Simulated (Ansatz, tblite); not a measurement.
# The cluster Al6Cu4: a ladder of methods and basis sets

One table from this session's results is given with a row withheld; the runs are named, their logs left out.

Method: as each input shows; program: Ansatz 0.2.0, Gaussian basis.

Plan: GFN1-xTB, GFN2-xTB, PBE-D4/def2-TZVP, r2SCAN-D4/def2-TZVP, HF/def2-TZVP, PBE-D4/def2-SVP, PBE0-D4/def2-SVP, HF/STO-3G, MP2/def2-SVP.

1 further run of the same task is left out (set aside as unsound or not needed).

## The relaxed structure

The singlet was relaxed beforehand with PBE-D4/def2-SVP. At that level it is the lowest of the isomers that a small search found.

10 atoms, charge 0, spin multiplicity 1.

Bond lengths: Cu1–Cu2 2.547 Å, Cu1–Al6 2.510 Å, Cu1–Al9 2.393 Å, Cu1–Al10 2.354 Å, Cu2–Cu4 2.487 Å, Cu2–Al5 2.513 Å, Cu2–Al9 2.458 Å, Cu2–Al10 2.450 Å, Cu3–Al5 2.477 Å, Cu3–Al6 2.461 Å, Cu3–Al8 2.372 Å, Cu3–Al9 2.458 Å, Cu4–Al5 2.421 Å, Cu4–Al7 2.612 Å, Cu4–Al8 2.587 Å, Cu4–Al10 2.387 Å and more. Angles: Cu2–Cu1–Al6 98.9°, Cu2–Cu1–Al9 59.6°, Cu2–Cu1–Al10 59.8°, Al6–Cu1–Al9 69.6°, Al6–Cu1–Al10 68.5°, Al9–Cu1–Al10 95.9°, Cu1–Cu2–Cu4 111.3°, Cu1–Cu2–Al5 109.5°, Cu1–Cu2–Al9 57.1°, Cu1–Cu2–Al10 56.2°, Cu4–Cu2–Al5 57.9°, Cu4–Cu2–Al9 109.8°, Cu4–Cu2–Al10 57.8°, Al5–Cu2–Al9 63.9°, Al5–Cu2–Al10 93.2°, Al9–Cu2–Al10 91.8°, Al5–Cu3–Al6 103.8°, Al5–Cu3–Al8 69.3° and more.

As a file:

| atom | x (Å) | y (Å) | z (Å) |
| --- | --- | --- | --- |
| Cu1 | 2.2596 | -0.8497 | -0.7960 |
| Cu2 | 1.4976 | 1.4441 | 0.0077 |
| Cu3 | -1.5264 | -0.2411 | -1.8905 |
| Cu4 | -0.3621 | 1.2543 | 1.6478 |
| Al5 | -0.9014 | 1.8074 | -0.6464 |
| Al6 | 0.0141 | -1.9497 | -1.0162 |
| Al7 | -1.0660 | -0.7160 | 3.2112 |
| Al8 | -1.7254 | -0.5881 | 0.4471 |
| Al9 | 0.8069 | 0.4867 | -2.1485 |
| Al10 | 1.0030 | -0.6480 | 1.1838 |

No spin-orbit coupling is included.

PBE0-D4/def2-TZVP was run before; its log isn't repeated, and its numbers join the tables.

The first run:

Tight binding, by tblite at 300 K electronic temperature and without a spin-polarisation term:

```python
tblite.interface.Calculator('GFN1-xTB', numbers, positions, charge=0, uhf=0).singlepoint()
```

Tight binding, by tblite at 300 K electronic temperature and without a spin-polarisation term:

```python
tblite.interface.Calculator('GFN2-xTB', numbers, positions, charge=0, uhf=0).singlepoint()
```

start.molden holds the orbitals of an earlier run on this state, given as this run's starting guess.

in.yaml reads:

```yaml
crystal:
  periodic: [false, false, false]
  atoms:
    - {symbol: Cu, position_ang: [2.259608, -0.849663, -0.796048]}
    - {symbol: Cu, position_ang: [1.497631, 1.444081, 0.007707]}
    - {symbol: Cu, position_ang: [-1.526412, -0.241092, -1.890468]}
    - {symbol: Cu, position_ang: [-0.362061, 1.254313, 1.647821]}
    - {symbol: Al, position_ang: [-0.901401, 1.807362, -0.646446]}
    - {symbol: Al, position_ang: [0.014128, -1.949690, -1.016230]}
    - {symbol: Al, position_ang: [-1.065995, -0.715973, 3.211213]}
    - {symbol: Al, position_ang: [-1.725389, -0.588053, 0.447100]}
    - {symbol: Al, position_ang: [0.806931, 0.486745, -2.148471]}
    - {symbol: Al, position_ang: [1.002960, -0.648029, 1.183822]}
basis:
  gaussian: {orbitals: def2-TZVP, initial_orbitals: start.molden}
hamiltonian: {xc: pbe, dispersion: d4}
scf: {omitted_lower_state_checks: [starts]}
output: {forces: true, orbitals: {seedname: orbitals}}
```

Command:

```console
ansatz run in.yaml --threads 4 --pin off --events-out ev --progress --plain --max-ram 9574MiB
```

Among the steps run: PBE-D4/def2-TZVP; r2SCAN-D4/def2-TZVP; HF/def2-TZVP; PBE-D4/def2-SVP; PBE0-D4/def2-SVP; HF/STO-3G; MP2/def2-SVP.

One table of the session follows, with a row left open; its other results are not shown here.

It belongs to the step «Binding energy». 

| level | binding an atom (eV) |
| --- | --- |
| HF/def2-SVP | 0.843 |
| HF/def2-TZVP | 0.726 |
| PBE-D4/def2-SVP | 2.775 |
| PBE-D4/def2-TZVP | ? |
| r2SCAN-D4/def2-TZVP | 2.524 |
| PBE0-D4/def2-SVP | 2.475 |
| PBE0-D4/def2-TZVP | 2.286 |
| MP2/def2-SVP | 2.447 |

**Question.** Estimate the row for PBE-D4/def2-TZVP.

The run gave: binding an atom (eV): 2.519. In the column «binding an atom (eV)» it lies between PBE0-D4/def2-SVP (2.475) and r2SCAN-D4/def2-TZVP (2.524).

Caveats from the session: Free atoms were run apart at each level; binding is atoms less cluster, divided by the number of atoms, without zero-point or spin-orbit terms.
